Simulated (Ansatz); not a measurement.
Consider the interaction energy of a dimer with the counterpoise correction of B₂H₄O, SMILES BOB (Ansatz 0.2.0, Python API).

`dimer_b2h4o.py`
```python
# -*- coding: utf-8 -*-
import ansatz

BASIS = "cc-pVDZ"
LEVEL = "mp2"

FIRST = [
    ("B", (-1.012, 0.1163, -0.4763)),
    ("O", (-0.4655, -0.5093, 0.6664)),
    ("B", (0.9371, -0.2188, 0.5665)),
    ("H", (-1.1286, -0.4152, -1.5081)),
    ("H", (-1.4707, 1.2576, -0.4052)),
    ("H", (1.4212, 0.7367, 1.1341)),
    ("H", (1.7182, -0.9676, 0.0225)),
]
SECOND = [
    ("B", (-1.3845, 0.7803, -4.2867)),
    ("O", (-1.9357, -0.1999, -3.4315)),
    ("B", (-3.3332, 0.1286, -3.4054)),
    ("H", (-0.9819, 1.8091, -3.9124)),
    ("H", (-1.2331, 0.5488, -5.4873)),
    ("H", (-4.1174, -0.4085, -4.1577)),
    ("H", (-3.8141, 0.8544, -2.5635)),
]

def energy(atoms, ghosts=()):
    molecule = ansatz.Crystal.molecule()
    for symbol, xyz in atoms:
        molecule = molecule.atom(symbol, xyz)
    calc = (
        molecule.calculation()
        .basis(gaussian=BASIS)
        .correlation(LEVEL)
    )
    deck = calc.input()
    if ghosts:
        deck = deck.set(ansatz.key.basis.gaussian.ghost_atoms, [{"symbol": s, "position_ang": list(xyz)} for s, xyz in ghosts])
    return ansatz.Session.from_dict(deck).plan().execute().report["free_energy_ev"]


def main():
    both = energy(FIRST + SECOND)
    alone = energy(FIRST) + energy(SECOND)
    ghosted = energy(FIRST, SECOND) + energy(SECOND, FIRST)
    print(f"dimer {both:.6f} eV")
    print(f"interaction, uncorrected   {96.485332 * (both - alone):8.3f} kJ/mol")
    print(f"interaction, counterpoise  {96.485332 * (both - ghosted):8.3f} kJ/mol")
    print(f"basis-set superposition    {96.485332 * (alone - ghosted):8.3f} kJ/mol")


if __name__ == "__main__":
    main()
```

How large is the interaction at this pose, and how much of it is basis-set superposition?

Uncorrected it is 11.394 kJ/mol, with the counterpoise correction 17.769 kJ/mol; the difference, 6.37 kJ/mol, is the superposition error. In this basis both values are repulsive.

The output:

Output of `python dimer_b2h4o.py`:
```text
dimer -6908.243164 eV
interaction, uncorrected     11.394 kJ/mol
interaction, counterpoise    17.769 kJ/mol
basis-set superposition       6.375 kJ/mol
```

Total energies depend on the basis set; only differences at equal settings carry meaning. The dimer is a generated trial pose of unrelaxed monomers, not a minimum, so the figure is no binding energy, and the basis set is small. Run time: 6 s on 1 thread of Arm Neoverse V1 (shared host), peak memory 0.26 GiB.

(A comment or docstring line of the script was reworded after the run, the code is as it ran; lines on the test bed's own set-up are left out of the output.)
